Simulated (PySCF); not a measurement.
# 2,6-Difluoropyridine (C₅H₃F₂N): spin-spin couplings at several levels of theory, part 2 of 2

PySCF 2.14.0. Atoms count from 0.

### Step 6. Spin-spin couplings: KT2/pcJ-1

Job settings and geometry (Å):

```
{"job": {"kind": "j", "xc": "KT2", "basis": "pcJ-1"}, "charge": 0, "multiplicity": 1}
F     -1.897619    -1.956656    -0.373106
C     -0.939957    -1.064611    -0.188615
C     -1.268035     0.288734    -0.193322
C     -0.220024     1.183751     0.006352
C      1.074611     0.707334     0.196289
C      1.238834    -0.675204     0.172061
F      2.448093    -1.179298     0.346480
N      0.270057    -1.540427    -0.012973
H     -2.298526     0.608619    -0.346940
H     -0.413479     2.258817     0.013920
H      1.929387     1.364161     0.356807
```

Method: KT2/pcJ-1 indirect spin-spin coupling, non-relativistic, gas phase.

The program printed:

```text
coarse grid: 10528 points
cycle   1  E = -453.5637409305  dE =  1.362e+00  |g| = 8.873e-01  |ddm| = 3.317e+00
cycle   2  E = -453.3082225497  dE =  2.555e-01  |g| = 1.539e+00  |ddm| = 1.641e+00
cycle   3  E = -453.6844565219  dE = -3.762e-01  |g| = 1.819e-01  |ddm| = 1.091e+00
cycle   4  E = -453.6903105270  dE = -5.854e-03  |g| = 9.413e-02  |ddm| = 2.312e-01
cycle   5  E = -453.6919781192  dE = -1.668e-03  |g| = 3.164e-02  |ddm| = 8.466e-02
cycle   6  E = -453.6921915712  dE = -2.135e-04  |g| = 8.761e-03  |ddm| = 2.848e-02
cycle   7  E = -453.6922085841  dE = -1.701e-05  |g| = 4.277e-03  |ddm| = 1.203e-02
cycle   8  E = -453.6922130184  dE = -4.434e-06  |g| = 4.580e-04  |ddm| = 4.133e-03
final grid: 106360 points
cycle   9  E = -453.7692828821  dE = -8.448e-04  |g| = 4.717e-02  |ddm| = 5.402e-02
cycle  10  E = -453.7682793474  dE =  1.004e-03  |g| = 9.154e-02  |ddm| = 8.930e-02
cycle  11  E = -453.7695969361  dE = -1.318e-03  |g| = 6.176e-03  |ddm| = 6.641e-02
cycle  12  E = -453.7696006495  dE = -3.713e-06  |g| = 4.237e-03  |ddm| = 7.003e-03
cycle  13  E = -453.7696043078  dE = -3.658e-06  |g| = 6.388e-04  |ddm| = 3.230e-03
cycle  14  E = -453.7696043642  dE = -5.634e-08  |g| = 4.166e-04  |ddm| = 1.029e-03
cycle  15  E = -453.7696044130  dE = -4.880e-08  |g| = 6.873e-05  |ddm| = 4.144e-04
cycle  16  E = -453.7696044142  dE = -1.209e-09  |g| = 2.079e-05  |ddm| = 6.806e-05
cycle  17  E = -453.7696044142  dE = -8.220e-11  |g| = 7.479e-06  |ddm| = 1.818e-05
converged SCF energy = -453.7696044142

Indirect spin-spin couplings (Hz)
  i      j    bonds     total        FC       PSO       DSO        SD
  0 F    1 C    1   -353.951  -329.513   -26.382     0.995     0.948
  0 F    2 C    2     20.579    33.367   -16.699    -0.126     4.036
  0 F    3 C    3      2.726     0.965     2.584    -0.360    -0.463
  0 F    4 C    4      7.276     1.371    -0.016    -0.338     6.258
  0 F    5 C    3      5.161     7.107     0.093    -0.358    -1.681
  0 F    6 F    4     -8.255    -7.166     4.176    -1.185    -4.080
  0 F    7 N    2    -42.777   -52.905    12.231     0.032    -2.136
  0 F    8 H    3     -6.767    -2.501    -2.862    -0.116    -1.289
  0 F    9 H    4      8.618     7.970     2.119    -1.442    -0.029
  0 F   10 H    5      2.869     3.664     1.016    -1.513    -0.298
  1 C    2 C    1     61.012    66.275    -5.616     0.353         -
  1 C    3 C    2      4.543     4.641    -0.150     0.052         -
  1 C    4 C    3      4.038     4.005    -0.010     0.043         -
  1 C    5 C    2      7.843     7.718     0.068     0.057         -
  1 C    6 F    3      5.132     7.084     0.088    -0.358    -1.682
  1 C    7 N    1     -7.381   -11.026     4.465    -0.141    -0.679
  1 C    8 H    2     -1.778    -0.837    -0.839    -0.103         -
  1 C    9 H    3     14.909    15.010     0.277    -0.379         -
  1 C   10 H    4     -0.844    -0.833     0.353    -0.364         -
  2 C    3 C    1     46.799    52.766    -6.212     0.245         -
  2 C    4 C    2     -1.829    -1.653    -0.175    -0.002         -
  2 C    5 C    3      4.036     4.003    -0.010     0.043         -
  2 C    6 F    4      7.274     1.371    -0.018    -0.338     6.258
  2 C    7 N    2      2.071     1.888    -0.112     0.011     0.284
  2 C    8 H    1    175.815   174.576     0.277     0.962         -
  2 C    9 H    2      2.658     3.729    -0.782    -0.289         -
  2 C   10 H    3      7.338     7.479     0.335    -0.475         -
  3 C    4 C    1     46.808    52.776    -6.212     0.245         -
  3 C    5 C    2      4.544     4.642    -0.150     0.052         -
  3 C    6 F    3      2.756     0.987     2.589    -0.360    -0.460
  3 C    7 N    3     -0.312     0.271     0.237     0.005    -0.825
  3 C    8 H    2      2.421     3.524    -0.767    -0.335         -
  3 C    9 H    1    168.965   168.099     0.027     0.839         -
  3 C   10 H    2      2.421     3.523    -0.768    -0.335         -
  4 C    5 C    1     61.020    66.283    -5.616     0.353         -
  4 C    6 F    2     20.659    33.440   -16.689    -0.125     4.033
  4 C    7 N    2      2.071     1.889    -0.112     0.011     0.284
  4 C    8 H    3      7.334     7.474     0.335    -0.475         -
  4 C    9 H    2      2.659     3.730    -0.782    -0.289         -
  4 C   10 H    1    175.786   174.547     0.277     0.962         -
  5 C    6 F    1   -353.962  -329.527   -26.378     0.995     0.948
  5 C    7 N    1     -7.376   -11.022     4.466    -0.141    -0.679
  5 C    8 H    4     -0.845    -0.834     0.353    -0.364         -
  5 C    9 H    3     14.906    15.008     0.277    -0.379         -
  5 C   10 H    2     -1.783    -0.841    -0.839    -0.103         -
  6 F    7 N    2    -42.691   -52.819    12.231     0.032    -2.135
  6 F    8 H    5      2.870     3.666     1.015    -1.513    -0.299
  6 F    9 H    4      8.613     7.964     2.120    -1.442    -0.029
  6 F   10 H    3     -6.740    -2.475    -2.862    -0.115    -1.289
  7 N    8 H    3     -0.437    -0.416    -0.230     0.217    -0.008
  7 N    9 H    4      0.478     0.326    -0.094     0.186     0.059
  7 N   10 H    3     -0.437    -0.416    -0.230     0.217    -0.008
  8 H    9 H    3      9.762     9.988     0.222    -0.448         -
  8 H   10 H    4      0.240     0.362     1.685    -1.807         -
  9 H   10 H    3      9.763     9.989     0.222    -0.448         -
```

Run time: 41 s. Hardware: 1 thread, shared host.

In short: J(F0,C1) -354.0 Hz, J(C2,H8) 175.8 Hz, J(C3,H9) 169.0 Hz (means over like pairs).

### Step 7. J couplings: PBE0/pcJ-1

Settings changed since step 6:

```diff
@@ -1,2 +1,2 @@
-{"job": {"kind": "j", "xc": "KT2", "basis": "pcJ-1"}, "charge": 0, "multiplicity": 1}
+{"job": {"kind": "j", "xc": "PBE0", "basis": "pcJ-1"}, "charge": 0, "multiplicity": 1}
 F     -1.897619    -1.956656    -0.373106
```

With the program's defaults for keys left out, this is: PBE0/pcJ-1 indirect spin-spin coupling, non-relativistic, gas phase.

The program printed:

```text
coarse grid: 10528 points
cycle   1  E = -446.1615098857  dE =  1.556e+00  |g| = 6.897e-01  |ddm| = 3.243e+00
cycle   2  E = -446.0947135263  dE =  6.680e-02  |g| = 9.538e-01  |ddm| = 9.324e-01
cycle   3  E = -446.2447649183  dE = -1.501e-01  |g| = 6.837e-02  |ddm| = 5.474e-01
cycle   4  E = -446.2451688426  dE = -4.039e-04  |g| = 5.621e-02  |ddm| = 1.056e-01
cycle   5  E = -446.2458547323  dE = -6.859e-04  |g| = 1.238e-02  |ddm| = 4.783e-02
cycle   6  E = -446.2458841047  dE = -2.937e-05  |g| = 3.366e-03  |ddm| = 9.997e-03
cycle   7  E = -446.2458864790  dE = -2.374e-06  |g| = 1.096e-03  |ddm| = 3.180e-03
final grid: 106360 points
cycle   8  E = -446.3010898266  dE = -1.440e-04  |g| = 7.628e-03  |ddm| = 2.253e-02
cycle   9  E = -446.3010781914  dE =  1.164e-05  |g| = 1.132e-02  |ddm| = 1.332e-02
cycle  10  E = -446.3011018856  dE = -2.369e-05  |g| = 1.023e-03  |ddm| = 8.017e-03
cycle  11  E = -446.3011020591  dE = -1.735e-07  |g| = 3.020e-04  |ddm| = 1.029e-03
cycle  12  E = -446.3011020753  dE = -1.624e-08  |g| = 5.281e-05  |ddm| = 2.309e-04
cycle  13  E = -446.3011020758  dE = -4.212e-10  |g| = 2.710e-05  |ddm| = 5.636e-05
converged SCF energy = -446.3011020758

Indirect spin-spin couplings (Hz)
  i      j    bonds     total        FC       PSO       DSO        SD
  0 F    1 C    1   -311.670  -284.544   -27.839     0.994    -0.281
  0 F    2 C    2     34.314    46.659   -17.008    -0.125     4.787
  0 F    3 C    3      3.440     2.977     2.526    -0.359    -1.703
  0 F    4 C    4      9.946     3.152     0.285    -0.337     6.847
  0 F    5 C    3      8.512    12.049    -0.242    -0.358    -2.937
  0 F    6 F    4    -13.588    -9.600     4.327    -1.183    -7.132
  0 F    7 N    2    -50.999   -61.000    12.404     0.032    -2.434
  0 F    8 H    3     -5.222    -1.223    -2.864    -0.113    -1.022
  0 F    9 H    4      7.654     7.203     2.026    -1.440    -0.135
  0 F   10 H    5      0.480     1.057     1.088    -1.511    -0.155
  1 C    2 C    1     78.916    84.946    -6.382     0.352         -
  1 C    3 C    2      2.513     2.598    -0.136     0.051         -
  1 C    4 C    3      6.451     6.342     0.067     0.042         -
  1 C    5 C    2      7.166     7.015     0.095     0.057         -
  1 C    6 F    3      8.465    12.008    -0.247    -0.358    -2.937
  1 C    7 N    1    -16.238   -20.146     5.003    -0.140    -0.954
  1 C    8 H    2     -3.017    -1.986    -0.927    -0.103         -
  1 C    9 H    3     12.875    12.981     0.273    -0.379         -
  1 C   10 H    4     -1.420    -1.429     0.373    -0.364         -
  2 C    3 C    1     61.442    68.168    -6.970     0.244         -
  2 C    4 C    2     -3.062    -2.900    -0.159    -0.002         -
  2 C    5 C    3      6.445     6.336     0.067     0.042         -
  2 C    6 F    4      9.942     3.150     0.283    -0.337     6.846
  2 C    7 N    2      2.192     1.696    -0.096     0.011     0.580
  2 C    8 H    1    169.753   168.610     0.174     0.969         -
  2 C    9 H    2      0.554     1.711    -0.869    -0.288         -
  2 C   10 H    3      7.262     7.398     0.338    -0.475         -
  3 C    4 C    1     61.451    68.177    -6.971     0.244         -
  3 C    5 C    2      2.507     2.591    -0.135     0.051         -
  3 C    6 F    3      3.476     3.006     2.530    -0.359    -1.700
  3 C    7 N    3     -1.227    -0.386     0.228     0.005    -1.074
  3 C    8 H    2      0.319     1.519    -0.865    -0.335         -
  3 C    9 H    1    163.218   162.497    -0.121     0.842         -
  3 C   10 H    2      0.318     1.519    -0.866    -0.335         -
  4 C    5 C    1     78.912    84.943    -6.383     0.352         -
  4 C    6 F    2     34.456    46.795   -16.998    -0.125     4.784
  4 C    7 N    2      2.191     1.696    -0.096     0.011     0.580
  4 C    8 H    3      7.259     7.395     0.338    -0.475         -
  4 C    9 H    2      0.556     1.713    -0.869    -0.288         -
  4 C   10 H    1    169.729   168.586     0.174     0.969         -
  5 C    6 F    1   -311.644  -284.522   -27.834     0.994    -0.281
  5 C    7 N    1    -16.235   -20.143     5.003    -0.140    -0.954
  5 C    8 H    4     -1.420    -1.430     0.373    -0.364         -
  5 C    9 H    3     12.870    12.976     0.273    -0.379         -
  5 C   10 H    2     -3.021    -1.990    -0.927    -0.103         -
  6 F    7 N    2    -50.855   -60.856    12.403     0.032    -2.434
  6 F    8 H    5      0.480     1.058     1.088    -1.511    -0.155
  6 F    9 H    4      7.653     7.201     2.027    -1.440    -0.135
  6 F   10 H    3     -5.189    -1.191    -2.865    -0.112    -1.021
  7 N    8 H    3     -0.803    -0.811    -0.224     0.217     0.015
  7 N    9 H    4      0.727     0.619    -0.113     0.186     0.036
  7 N   10 H    3     -0.803    -0.811    -0.224     0.217     0.015
  8 H    9 H    3      8.499     8.721     0.224    -0.446         -
  9 H   10 H    3      8.500     8.721     0.224    -0.446         -
```

It took 46 s on 1 thread, shared host.

Key values: J(F0,C1) -311.7 Hz, J(C2,H8) 169.7 Hz, J(C3,H9) 163.2 Hz (means over like pairs).

### Step 8. J couplings: B97-2/pcJ-1

Settings changed since step 7:

```diff
@@ -1,2 +1,2 @@
-{"job": {"kind": "j", "xc": "PBE0", "basis": "pcJ-1"}, "charge": 0, "multiplicity": 1}
+{"job": {"kind": "j", "xc": "B97-2", "basis": "pcJ-1"}, "charge": 0, "multiplicity": 1}
 F     -1.897619    -1.956656    -0.373106
```

Method: B97-2/pcJ-1 indirect spin-spin coupling, non-relativistic, gas phase.

The program printed:

```text
coarse grid: 10528 points
cycle   1  E = -446.4979262762  dE =  1.519e+00  |g| = 7.259e-01  |ddm| = 3.259e+00
cycle   2  E = -446.4136726365  dE =  8.425e-02  |g| = 1.038e+00  |ddm| = 1.016e+00
cycle   3  E = -446.5877087019  dE = -1.740e-01  |g| = 7.624e-02  |ddm| = 6.050e-01
cycle   4  E = -446.5883199914  dE = -6.113e-04  |g| = 5.904e-02  |ddm| = 1.125e-01
cycle   5  E = -446.5890523127  dE = -7.323e-04  |g| = 1.419e-02  |ddm| = 4.966e-02
cycle   6  E = -446.5890926679  dE = -4.036e-05  |g| = 3.519e-03  |ddm| = 1.152e-02
cycle   7  E = -446.5890952456  dE = -2.578e-06  |g| = 1.371e-03  |ddm| = 3.760e-03
final grid: 106360 points
cycle   8  E = -446.6300659228  dE = -1.729e-04  |g| = 1.168e-02  |ddm| = 2.723e-02
cycle   9  E = -446.6300427605  dE =  2.316e-05  |g| = 1.664e-02  |ddm| = 1.461e-02
cycle  10  E = -446.6300819319  dE = -3.917e-05  |g| = 1.566e-03  |ddm| = 1.028e-02
cycle  11  E = -446.6300822600  dE = -3.281e-07  |g| = 9.140e-04  |ddm| = 1.759e-03
cycle  12  E = -446.6300824350  dE = -1.749e-07  |g| = 1.759e-04  |ddm| = 8.127e-04
cycle  13  E = -446.6300824422  dE = -7.268e-09  |g| = 3.954e-05  |ddm| = 1.550e-04
cycle  14  E = -446.6300824425  dE = -3.038e-10  |g| = 1.621e-05  |ddm| = 3.939e-05
converged SCF energy = -446.6300824425

Indirect spin-spin couplings (Hz)
  i      j    bonds     total        FC       PSO       DSO        SD
  0 F    1 C    1   -303.616  -277.996   -27.244     0.993     0.630
  0 F    2 C    2     30.791    43.591   -16.651    -0.125     3.976
  0 F    3 C    3      4.616     3.476     2.486    -0.360    -0.987
  0 F    4 C    4      8.347     2.617     0.252    -0.337     5.816
  0 F    5 C    3      9.208    11.884    -0.232    -0.358    -2.086
  0 F    6 F    4    -10.671    -8.520     4.087    -1.183    -5.055
  0 F    7 N    2    -48.953   -59.120    12.136     0.032    -2.000
  0 F    8 H    3     -4.126    -0.166    -2.824    -0.113    -1.022
  0 F    9 H    4      6.961     6.437     2.021    -1.440    -0.057
  0 F   10 H    5      1.125     1.763     1.095    -1.511    -0.222
  1 C    2 C    1     77.245    83.126    -6.232     0.352         -
  1 C    3 C    2      2.764     2.853    -0.140     0.051         -
  1 C    4 C    3      6.333     6.236     0.054     0.043         -
  1 C    5 C    2      7.032     6.884     0.090     0.057         -
  1 C    6 F    3      9.187    11.868    -0.237    -0.358    -2.087
  1 C    7 N    1    -15.595   -19.579     4.889    -0.141    -0.765
  1 C    8 H    2     -2.613    -1.599    -0.911    -0.104         -
  1 C    9 H    3     12.179    12.282     0.275    -0.379         -
  1 C   10 H    4     -1.309    -1.313     0.368    -0.364         -
  2 C    3 C    1     60.455    67.021    -6.809     0.244         -
  2 C    4 C    2     -2.716    -2.557    -0.156    -0.002         -
  2 C    5 C    3      6.332     6.236     0.054     0.043         -
  2 C    6 F    4      8.343     2.614     0.250    -0.337     5.816
  2 C    7 N    2      2.047     1.735    -0.096     0.011     0.396
  2 C    8 H    1    162.222   161.069     0.186     0.968         -
  2 C    9 H    2      1.132     2.274    -0.854    -0.289         -
  2 C   10 H    3      6.752     6.887     0.340    -0.475         -
  3 C    4 C    1     60.458    67.024    -6.810     0.244         -
  3 C    5 C    2      2.762     2.851    -0.140     0.051         -
  3 C    6 F    3      4.641     3.494     2.491    -0.360    -0.984
  3 C    7 N    3     -1.088    -0.450     0.226     0.005    -0.870
  3 C    8 H    2      0.902     2.083    -0.845    -0.336         -
  3 C    9 H    1    156.025   155.284    -0.100     0.841         -
  3 C   10 H    2      0.901     2.082    -0.845    -0.336         -
  4 C    5 C    1     77.244    83.125    -6.233     0.352         -
  4 C    6 F    2     30.858    43.652   -16.642    -0.125     3.973
  4 C    7 N    2      2.047     1.736    -0.096     0.011     0.396
  4 C    8 H    3      6.750     6.885     0.340    -0.475         -
  4 C    9 H    2      1.132     2.274    -0.853    -0.289         -
  4 C   10 H    1    162.206   161.053     0.186     0.968         -
  5 C    6 F    1   -303.615  -277.997   -27.240     0.993     0.629
  5 C    7 N    1    -15.591   -19.575     4.890    -0.141    -0.765
  5 C    8 H    4     -1.308    -1.312     0.368    -0.364         -
  5 C    9 H    3     12.176    12.280     0.275    -0.379         -
  5 C   10 H    2     -2.618    -1.603    -0.911    -0.104         -
  6 F    7 N    2    -48.893   -59.060    12.135     0.032    -2.000
  6 F    8 H    5      1.125     1.764     1.095    -1.511    -0.222
  6 F    9 H    4      6.957     6.432     2.022    -1.440    -0.057
  6 F   10 H    3     -4.091    -0.131    -2.825    -0.112    -1.023
  7 N    8 H    3     -0.719    -0.713    -0.224     0.217     0.000
  7 N    9 H    4      0.652     0.536    -0.113     0.186     0.043
  7 N   10 H    3     -0.718    -0.712    -0.224     0.217     0.000
  8 H    9 H    3      7.719     7.941     0.225    -0.447         -
  9 H   10 H    3      7.719     7.940     0.225    -0.447         -
```

Wall time 47 s (1 thread, shared host).

In short: J(F0,C1) -303.6 Hz, J(C2,H8) 162.2 Hz, J(C3,H9) 156.0 Hz (means over like pairs).

### Step 9. Run by run: spin-spin couplings

Couplings (Hz), each a mean over the pairs like the one named, with basis size and wall time:

```tsv
run	F0–C1	C2–H8	C3–H9	C1–C2	F0–N7	C2–C3	F0–C2	functions	time
LDA/pcJ-1	-328.9	139.6	134.0	62.1	-47.0	46.0	22.4	246	25 s
PBE/pcJ-1	-341.9	163.8	157.5	73.2	-49.1	56.8	28.6	246	40 s
KT2/pcJ-1	-354.0	175.8	169.0	61.0	-42.7	46.8	20.6	246	41 s
PBE0/pcJ-1	-311.7	169.7	163.2	78.9	-50.9	61.4	34.4	246	46 s
B97-2/pcJ-1	-303.6	162.2	156.0	77.2	-48.9	60.5	30.8	246	47 s
```

### Step 10. Results

The summary covers parts 1 to 2.

```
                                 quantity                                            value
                              point group                                              C2v
     rotational constants (main isotopes)                             3.76, 1.91, 1.27 GHz
largest coupling of the table (LDA/pcJ-1)                         1J(F,C) F0–C1, -328.9 Hz
  range of J(F0,C1), mean over like pairs                              -354.0 to -303.6 Hz
            property runs in this session  6, of which 0 failed and 1 gave unsound results
```

**Reading.** Single values in the summary come from the first run of each kind that ended normally (LDA/pcJ-1), which need not be the best level. Relaxing lowered the energy by 0.021 eV in 9 steps; the close pair that moved most is C3–H9, from 1.079 to 1.092 Å. Of the pairs tabulated at LDA/pcJ-1, F0–C1 (mean over like pairs) couples most strongly (-328.9 Hz; Fermi contact -303.1 Hz). Density functionals describe couplings to fluorine poorly, F–F couplings above all, so those rows are rough. The coupling F0–C1, as a mean over pairs of its kind, runs from -354.0 Hz (KT2/pcJ-1) to -303.6 Hz (B97-2/pcJ-1).
